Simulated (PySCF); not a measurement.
# C2H6N2SSi: the cost of one run

Programs: PySCF 2.14.0, with density-fitted response routines of our own. Each step states its level of theory. These are calculated values for one molecule in the gas phase, unless marked as measured. Atoms are numbered from 0 throughout.

## Step 1: The molecule as given

12 atoms, charge 0, multiplicity 1; geometry from: GFN2-xTB. The atoms were then displaced at random by about 0.01 Å, so the start is not that level's minimum.

Bonds of the start (Å): N0–C1 1.17, C1–C2 1.43, C2–Si3 1.96, Si3–N4 1.69, Si3–S5 2.15, C2–H6 1.10, C2–H7 1.07, Si3–H8 1.43, N4–H9 1.01, N4–H10 1.01, S5–H11 1.33.

## Step 2: Geometry optimisation at PBE0-D3(BJ)/def2-SVP

The job: settings as JSON, then the geometry in Å.

```
{"job": {"xc": "PBE0", "basis": "def2-SVP", "d3": "d3bj", "grid": 1, "shake": 0.01, "kind": "geom"}, "charge": 0, "multiplicity": 1}
N     -1.423090    -2.683700     0.051520
C     -1.427920    -1.518190     0.038330
C     -1.346240    -0.093910     0.010570
Si     0.452010     0.391860    -0.612840
N      1.495780    -0.398690     0.459050
S      0.765660     2.507310    -0.396110
H     -1.490040     0.284540     1.028210
H     -2.084280     0.315370    -0.640250
H      0.512590     0.175810    -2.029020
H      2.474780    -0.153020     0.480950
H      1.367510    -1.378470     0.663860
H      0.742950     2.522830     0.936700
```

Command:

```sh
$ OMP_NUM_THREADS=1 python probes_run.py task.json out
```

One launch serves the whole session: the jobs run in the order shown.

Q: Estimate the wall time and peak memory of this first job on 1 thread of Arm Neoverse V1, shared host.

About 55 s, with a peak of 0.56 GiB.
